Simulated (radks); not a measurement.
# Sm⁴⁺ in [Kr] 4d10 4f4 5s2 5p5 5f1: an all-electron calculation

Aim: the levels, the sizes of the orbitals and the parts of the energy of the samarium ion Sm4+.

Program: radks (a radial shooting solver on a logarithmic mesh, Libxc functionals) version 1. Level of theory: Dirac Kohn-Sham, PBE, spin-unpolarised, spherical densities, finite nucleus; open shells fill j = l - 1/2 first. These are calculated values, not measurements, unless marked.

### 1 The system

```
element            : samarium (Z = 62)
charge             : +4
electrons          : 58
configuration      : [Kr] 4d10 4f4 5s2 5p5 5f1
nuclear rms radius : 5.0819 fm
```

### 2 The calculation

Settings of this run:

```text
Z 62
configuration [Kr] 4d10 4f4 5s2 5p5 5f1 6s0 5d0 6p0 6f0
relativity Dirac
functional pbe,pbe
spin unpolarised
j_filling energy
nucleus finite rms 5.0819 fm
c 137.035999084
```

Q: Predict the outcome of this run.

The runs gave:

| quantity | value |
| --- | --- |
| total energy | -10429.0590 hartree |
| exchange-correlation share of it | 2.25 % |
| −T/E | 1.0843 |
| highest occupied level | 5f5/2, -19.028 eV |
| most extended occupied level | 5f5/2, <r> = 3.37 bohr |
| radius at density 0.001 e/bohr³ | 4.21 bohr |
| maxima of the radial density | 4 |

5 principal shells are occupied and 4 maxima appear in the radial density; where shells overlap, one shows as a shoulder or not at all. Relativity lifts −T/E to 1.084. This is not the tabulated ground configuration, so its levels and sizes aren't those of the ground state, and no measured value stands beside it.
